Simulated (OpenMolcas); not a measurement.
**SnSe (SMILES [Se][Sn]): levels of theory compared**

Wanted: a comparison of 6 runs (HF/def2-TZVP, B3LYP/def2-TZVP, BHLYP/def2-TZVP, PBE/def2-TZVP, PBE0/def2-TZVP, CCSD(T)/def2-TZVP) of SnSe. 

Program for the calculation: OpenMolcas 26.06.

## 1. Starting point

SnSe has 2 atoms, charge 0, and is taken as a singlet. SMILES: `[Se][Sn]`. The coordinates come from a PBE0-D4/def2-TZVP relaxation.

Bond lengths: Se1–Sn2 2.325 Å.

## 2. Energy and gradient at HF/def2-TZVP (core potential) (run 1)

The input, mol.xyz:

```xyz
2

Se     0.000000     0.000000     0.006530
Sn     0.000000     0.000000     2.331810
```

The input, test.inp:

```
&GATEWAY
 BasLib = $CurrDir
 Coord = mol.xyz
 Basis = def2-TZVP
 Group = NoSym

&SEWARD

&SCF
 Thresholds = 1e-10 1e-07 1e-07 1e-05
 PrOrbitals = 1 2

&ALASKA
```

The basis set def2-TZVP is read from a file made from the Basis Set Exchange's data (not shown).

On the command line:

```bash
$ export MOLCAS_MEM=1860
$ pymolcas test.inp > test.log
```

What it wrote:

```text
--- Start Module: gateway ---
[...]
--- Stop Module: gateway /rc=_RC_ALL_IS_WELL_ ---
[...]
      Basis functions           98
[...]
--- Start Module: scf ---
[...]
       Convergence after  14 Iterations
[...]
::    Total SCF energy                              -2613.2529229623
[...]
      Total spin, S                                     0.0000000000
[...]
      Total electronic charge=   56.000000
      Total            charge=   -0.000000
[...]
      Dipole Moment (debye):
      Origin of the operator (angstrom)=    0.0000    0.0000    1.4018
                   X= -7.9300E-15               Y= -2.7380E-15               Z=  3.8878E+00           Total=  3.8878E+00
      Quadrupole Moment (debye*angstrom):
[...]
--- Stop Module: scf /rc=_RC_ALL_IS_WELL_ ---
[...]
--- Start Module: alaska ---
[...]
 *              Molecular gradients               *
 **************************************************
  Irreducible representation: a
 ------------------------------------------------------------------------------------------
                              X                       Y                       Z
 ------------------------------------------------------------------------------------------
  SE1               1.62235098507724E-15   -1.27572637054017E-15   -6.70726889024564E-03
  SN2              -1.62235098507724E-15    1.27572637054017E-15    6.70726889025985E-03
 ------------------------------------------------------------------------------------------
--- Stop Module: alaska /rc=_RC_ALL_IS_WELL_ ---
[...]
```

Wall time 13 s (1 thread of Arm Neoverse V1, shared host); peak memory 0.55 GiB.

## 3. Energy and forces at B3LYP/def2-TZVP (core potential) (run 2)

The input, job.input:

```
* SeSn Kohn-Sham DFT
>>> EXPORT MOLCAS_PRINT=2
&GATEWAY
BasLib = $CurrDir
Coord
2
angstrom
Se       0.000000       0.000000       0.006530
Sn       0.000000       0.000000       2.331810
Basis = def2-TZVP
Group = NoSym
&SEWARD
GridInput
Grid=UltraFine
End of Grid
&SCF
KSDFT = B3LYP
Thresholds = 1e-10 1e-07 1e-07 1e-05
PrOrbitals = 1 1
&ALASKA
```

The basis set def2-TZVP is read from a file made from the Basis Set Exchange's data (not shown).

On the command line:

```bash
$ export MOLCAS_MEM=1860
$ pymolcas job.input > job.log
```

What it wrote:

```text
--- Start Module: gateway ---
[...]
--- Stop Module: gateway /rc=_RC_ALL_IS_WELL_ ---
[...]
      Basis functions           98
[...]
--- Start Module: scf ---
[...]
       Convergence after  19 Iterations
[...]
::    Total KS-DFT energy                           -2616.0225736767
[...]
      Total spin, S                                     0.0000000000
[...]
      Total electronic charge=   56.000000
      Total            charge=   -0.000000
[...]
      Dipole Moment (debye):
      Origin of the operator (angstrom)=    0.0000    0.0000    1.4018
                   X=  5.4805E-15               Y= -6.5570E-15               Z=  3.0569E+00           Total=  3.0569E+00
      Quadrupole Moment (debye*angstrom):
[...]
--- Stop Module: scf /rc=_RC_ALL_IS_WELL_ ---
[...]
--- Start Module: alaska ---
[...]
 *              Molecular gradients               *
 **************************************************
  Irreducible representation: a
 ------------------------------------------------------------------------------------------
                              X                       Y                       Z
 ------------------------------------------------------------------------------------------
  SE1              -5.19660309527390E-15    4.99210772317504E-15    8.11981865691536E-03
  SN2               5.19622362947664E-15   -4.99124035823174E-15   -8.11981865691536E-03
 ------------------------------------------------------------------------------------------
--- Stop Module: alaska /rc=_RC_ALL_IS_WELL_ ---
[...]
```

Wall time 24 s (1 thread of Arm Neoverse V1, shared host); peak memory 0.55 GiB.

Runs 3 to 5 aren't shown in full; the table further down has their settings and results.

## 4. The energy at CCSD(T)/def2-TZVP (Cholesky decomposition, core potential) (run 6)

The input, mol.input:

```
&GATEWAY
  BasLib = $CurrDir
  BasisSet
  Se.def2-TZVP....
  Se1 0.000000 0.000000 0.006530 angstrom
  End of Basis
  BasisSet
  Sn.def2-TZVP....
  Sn2 0.000000 0.000000 2.331810 angstrom
  End of Basis

&SEWARD
  High

&SCF
  Thresholds = 1e-10 1e-07 1e-07 1e-05
  PrOrbitals = 1 1

&CHCC
  Frozen = 13
  Threshold = 1e-08
  MaxIterations = 80

&CHT3
  Frozen = 13
```

The basis set def2-TZVP is read from a file made from the Basis Set Exchange's data (not shown).

On the command line:

```bash
$ export MOLCAS_MEM=1860
$ pymolcas mol.input > mol.log
```

What it wrote:

```text
--- Start Module: gateway ---
[...]
--- Stop Module: gateway /rc=_RC_ALL_IS_WELL_ ---
[...]
      Basis functions           98
[...]
       Convergence after  14 Iterations
[...]
::    Total SCF energy                              -2613.2529228371
[...]
      Total spin, S                                     0.0000000000
[...]
      Total electronic charge=   56.000000
      Total            charge=   -0.000000
[...]
      Dipole Moment (debye):
      Origin of the operator (angstrom)=    0.0000    0.0000    1.4018
                   X= -1.7328E-13               Y=  6.8151E-14               Z=  3.8878E+00           Total=  3.8878E+00
      Quadrupole Moment (debye*angstrom):
[...]
--- Start Module: chcc ---
[...]
--- Stop Module: chcc /rc=_RC_ALL_IS_WELL_ ---
[...]
--- Start Module: cht3 ---
[...]
--- Stop Module: cht3 /rc=_RC_ALL_IS_WELL_ ---
[...]
```

It took 6.7 min on 1 thread of Arm Neoverse V1, shared host; peak memory 0.15 GiB.

## 5. The series

```tsv
run	level	integration grid	integral approximation	energy (Eh)	dipole moment (D) of the reference	HOMO energy (eV)	LUMO energy (eV)	wall time
1	HF/def2-TZVP (core potential)	–	none	-2613.252923	3.89	-9.07	-0.02	13 s
2	B3LYP/def2-TZVP (core potential)	UltraFine	none	-2616.022574	3.06	-6.86	-2.74	24 s
3	BHLYP/def2-TZVP (core potential)	UltraFine	none	-2615.828146	3.43	-7.83	-1.86	20 s
4	PBE/def2-TZVP (core potential)	UltraFine	none	-2615.555256	2.79	-6.14	-3.18	22 s
5	PBE0/def2-TZVP (core potential)	UltraFine	none	-2615.632711	3.12	-7.07	-2.55	22 s
6	CCSD(T)/def2-TZVP (Cholesky decomposition, core potential)	–	CD high	-2613.831715	3.89	-9.07	-0.02	6.7 min
```

## 6. Outcome

| quantity | value |
| --- | --- |
| run 6: total energy | -2613.83171 Eh |
| run 6: dipole moment (mean-field density) | 3.89 D |
| run 6: HOMO energy (Hartree–Fock orbitals) | -9.07 eV |
| run 6: LUMO energy (Hartree–Fock orbitals) | -0.02 eV |
| run 6: HOMO–LUMO gap (Hartree–Fock orbitals) | 9.05 eV |
| run 6: correlation energy (13 core orbitals frozen) | -578.8 mEh |
| run 6: (T) correction | -24.19 mEh |

**Reading.** Over runs 1, 2, 3, 4, 5 the dipole moment (its size) runs from 2.79 D (PBE/def2-TZVP) to 3.89 D (HF/def2-TZVP). Over runs 1, 2, 3, 4, 5 the HOMO–LUMO gap runs from 2.96 eV (PBE/def2-TZVP) to 9.05 eV (HF/def2-TZVP). Exact exchange widens orbital gaps. Totals of different functionals can't be ranked against each other. All runs together took 8.4 min, the longest 6.7 min.
